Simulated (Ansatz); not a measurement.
# NaSe+ (triplet): wave-function methods side by side at distance Se1–Na2 = 5.545 Å, cc-pVTZ

One table from this session's results is given with a row withheld; the runs are named, their logs left out.

Method: cc-pVTZ, core rule «outside noble gas», up to 19 orbitals frozen; program: Ansatz 0.2.0, Gaussian basis.

To be run: UHF; CCSD(T) on ROHF; CCSD(T) on UHF; BCCD(T) on ROHF; CCSDT(Q) on ROHF; CCSDT(Q) on UHF.

32 further runs of the same task are left out: 23 for a known fault of the program, 7 that didn't finish, 2 set aside as unsound or not needed.

### The system

The geometry derives from a PBE0/def2-TZVP stationary point (not a proven minimum). One bond is set to the value named and the two fragments are kept rigid. No spin-orbit coupling is included. The filled d shell of Se may be among the frozen orbitals whatever the setting's name suggests; the logs give the count.

2 atoms, charge 1, spin multiplicity 3.

Atoms are counted from 1 here; the program's logs count them from 0.

No contacts short enough for the rule that draws bonds.

Set-up of the first run:

in.yaml reads:

```yaml
crystal:
  periodic: [false, false, false]
  atoms:
    - {symbol: Se, position_ang: [0.000000, 0.000000, 0.000000]}
    - {symbol: Na, position_ang: [0.000000, 0.000000, 5.545000]}
basis:
  gaussian: {orbitals: cc-pVTZ}
total_charge: 1
magnetization: {spin_polarized: true, initial_magnetization: 2}
hamiltonian: {xc: hf}
output: {orbitals: {seedname: orbitals}}
```

Launch:

```
> ansatz run in.yaml --threads 1 --pin off --events-out ev --progress --plain --max-ram 2393MiB
```

Among the steps run: UHF; CCSD(T) on ROHF; CCSD(T) on UHF; BCCD(T) on ROHF; CCSDT(Q) on ROHF; CCSDT(Q) on UHF.

One table of the session follows, with a row left open; its other results are not shown here.

| method | from UCCSDT(Q) (meV) |
| --- | --- |
| ROHF | +3486.3 |
| UHF | ? |
| RMP2 | +617.6 |
| UMP2 | +637.1 |
| RCCSD | +130.7 |
| UCCSD | +117.9 |
| RCCSD(T) | +27.6 |
| UCCSD(T) | +19.0 |
| BCCD(T) | +27.6 |
| RCCSDT | +11.2 |
| UCCSDT | +2.2 |
| RCCSDT(Q) | +8.8 |
| UCCSDT(Q) | 0 |

Estimate the missing values for UHF.

The run gave: from UCCSDT(Q) (meV): +3345.1. In the column «from UCCSDT(Q) (meV)» it lies between UMP2 (+637.1) and ROHF (+3486.3).

Caveats from the session: Restricted and unrestricted rows rest on different reference determinants; where their highest levels disagree by more than a few hundredths of an eV, they describe different states and don't form one ladder.
